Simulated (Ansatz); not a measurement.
Working through a single point in a Gaussian basis of CH₆BFSi, SMILES FBC[SiH3]

With Ansatz 0.2.0, Python API.

The cells in order, each with its output:

**Cell 1**
```python
import json

import ansatz
import numpy as np
```

**Cell 2**
```python
geometry = (
    ansatz.Crystal.molecule()
    .atom("F", (-2.0205, -0.0945, -0.7728))
    .atom("B", (-0.9255, 0.803, -0.998))
    .atom("C", (0.4306, 0.5538, -0.266))
    .atom("Si", (0.4601, -0.9274, 0.8743))
    .atom("H", (-1.0129, 1.7095, -1.761))
    .atom("H", (1.2571, 0.4041, -1.0108))
    .atom("H", (0.7463, 1.4498, 0.3547))
    .atom("H", (0.1033, -2.1203, 0.0831))
    .atom("H", (-0.6467, -0.711, 1.9417))
    .atom("H", (1.6913, -1.1182, 1.5578))
)

base = geometry.calculation().basis(gaussian="cc-pVTZ").functional("lc_wpbe").forces()
res = base.run(threads=1)
rep = res.report

rep["reference_energy_ev"]
```
Output:
```text
-12403.471068132085
```

**Cell 3**
```python
sorted(key for key in rep if key.endswith("_ev"))
```
Output:
```text
['free_energy_ev', 'reference_energy_ev']
```

**Cell 4**
```python
type(res).__name__, type(rep).__name__
```
Output:
```text
('RunOutcome', 'dict')
```

**Cell 5**
```python
print(f"E = {rep['free_energy_ev']:.6f} eV = {rep['free_energy_ev'] / 27.211386246:.7f} Ha")
print("converged:", rep["converged"], " doubts:", rep["published_state_doubts"] or "none")
```
Output:
```text
E = -12403.471068 eV = -455.8191544 Ha
converged: True  doubts: none
```

**Cell 6**
```python
symbols = [site.symbol for site in geometry.cartesian_sites]
print("forces (eV/A)")
for symbol, f in zip(symbols, rep["forces_ev_ang"]):
    print(f"  {symbol:2s} {f[0]:9.4f} {f[1]:9.4f} {f[2]:9.4f}")
```
Output:
```text
forces (eV/A)
  F     2.4913    2.2912   -0.6587
  B    -1.4012   -1.9481    0.7243
  C     1.0265    0.3420    0.4846
  Si   -2.4147    0.3307    0.2518
  H    -0.6220   -0.0353   -0.1528
  H    -0.7427    0.3675    0.3938
  H    -0.4474   -0.7586   -0.9088
  H     0.0841   -0.2413    0.0000
  H     0.7956   -0.2241   -0.6481
  H     1.2305   -0.1239    0.5139
```

**Cell 7**
```python
charges = rep["charge_distribution"]
print("dipole moment", round(4.803205 * float(np.linalg.norm(charges["dipole_moment_e_ang"])), 3), "D")
print("Mulliken:", [(s, round(q, 3)) for s, q in zip(symbols, charges["mulliken_charges_e"])])
with open("ch6bfsi.json", "w") as handle:
    json.dump({k: rep[k] for k in ("free_energy_ev", "reference_energy_ev", "n_occupied", "n_virtual")}, handle, indent=1)
```
Output:
```text
dipole moment 2.141 D
Mulliken: [('F', -0.224), ('B', 0.252), ('C', -0.307), ('Si', 0.154), ('H', 0.005), ('H', 0.1), ('H', 0.098), ('H', -0.021), ('H', -0.047), ('H', -0.009)]
```

File `ch6bfsi.json` afterwards:
```json
{
 "free_energy_ev": -12403.471068132085,
 "reference_energy_ev": -12403.471068132085,
 "n_occupied": [
  20,
  20
 ],
 "n_virtual": [
  188,
  188
 ]
}
```

Reading the output:
- Total energies depend on the basis set; only differences at equal settings carry meaning.
- The geometry is a force-field or estimated start, not a minimum of this method, and the basis set is short of its limit.
- Run time: 8.3 s on 1 thread of Arm Neoverse V1 (shared host), peak memory 0.37 GiB.

(Lines on the test bed's own set-up are left out of the output.)
